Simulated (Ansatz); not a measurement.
Geometry optimisation, DFT PBE, scalar-relativistic, plane waves, PAW in Ansatz 0.2.0.

The input (input.yaml):

```yaml
crystal:
  lattice:
    - [0.0, 3.57, 3.57]
    - [3.57, 0.0, 3.57]
    - [3.57, 3.57, 0.0]
  atoms:
    - { symbol: C, position: [0.0, 0.0, 0.0] }
    - { symbol: C, position: [0.125, 0.125, 0.125] }
    - { symbol: C, position: [0.0, 0.0, 0.5] }
    - { symbol: C, position: [0.125, 0.125, 0.625] }
    - { symbol: C, position: [0.0, 0.5, 0.0] }
    - { symbol: C, position: [0.125, 0.625, 0.125] }
    - { symbol: C, position: [0.0, 0.5, 0.5] }
    - { symbol: C, position: [0.125, 0.625, 0.625] }
    - { symbol: C, position: [0.5, 0.0, 0.0] }
    - { symbol: C, position: [0.625, 0.125, 0.125] }
    - { symbol: C, position: [0.5, 0.0, 0.5] }
    - { symbol: C, position: [0.625, 0.125, 0.625] }
    - { symbol: C, position: [0.5, 0.5, 0.0] }
    - { symbol: C, position: [0.625, 0.625, 0.125] }
    - { symbol: C, position: [0.5, 0.5, 0.5] }
    - { symbol: C, position: [0.625, 0.625, 0.625] }
    - { symbol: H, position: [0.26249066, 0.246169, 0.74048741] }
total_charge: 1
basis:
  ecutwfc: 420.0
kpoints:
  mp_grid: { grid: [3, 3, 3] }
hamiltonian:
  xc: pbe
scf:
  occupations: { method: gaussian, width: 0.05 }
  lower_state_search: "off"
relax:
  f_tol: 0.03
  max_steps: 60
  adjacent_minimum: "off"
output:
  write_density: true
  write_potential: true
  elf: true
  volumetric_format: npy
```

Command:

```bash
$ ansatz run input.yaml --threads 1 --pin off --max-ram 3072MiB --backend cpu --events-out ev --progress --plain --runs-dir out
```

Problem. Where does it end, and by what steps?

Solution. It converged. Limits of this set-up: charged cell in a uniform background, uncorrected. After 8 steps the energy has fallen by 0.931 eV; H17 moved furthest, 0.81 Å. Joined: C11–H17, C12–H17.

| step | energy less start (eV) | largest force component (eV/Å) | accepted |
| --- | --- | --- | --- |
| 0 | 0.0000 | 1.305 | yes |
| 1 | -0.0994 | 0.393 | yes |
| 2 | -0.1292 | 0.478 | yes |
| 3 | -0.2131 | 0.891 | yes |
| 4 | -0.3614 | 1.025 | yes |
| 5 | -0.5559 | 1.878 | yes |
| 6 | -0.8607 | 0.824 | yes |
| 7 | -0.9274 | 0.079 | yes |
| 8 | -0.9309 | 0.026 | yes |

```xyz
17
Lattice="0.0000 3.5700 3.5700 3.5700 0.0000 3.5700 3.5700 3.5700 0.0000" Properties=species:S:1:pos:R:3
C 0.033 0.004 -0.031
C 0.926 0.882 0.872
C 1.802 1.771 -0.028
C 2.715 2.646 0.825
C 1.829 0.007 1.763
C 2.721 0.898 2.651
C 3.614 1.783 1.762
C 4.515 2.683 2.652
C 0.049 1.802 1.757
C 0.926 2.679 2.657
C 1.745 3.513 1.697
C 2.785 4.553 2.717
C 1.846 1.801 3.542
C 2.724 2.695 4.445
C 3.652 3.583 3.589
C 4.527 4.495 4.442
H 2.816 3.484 2.204
```

The run took 47 s on 1 thread of Arm Neoverse V2, on a shared host, peak memory 0.34 GiB.
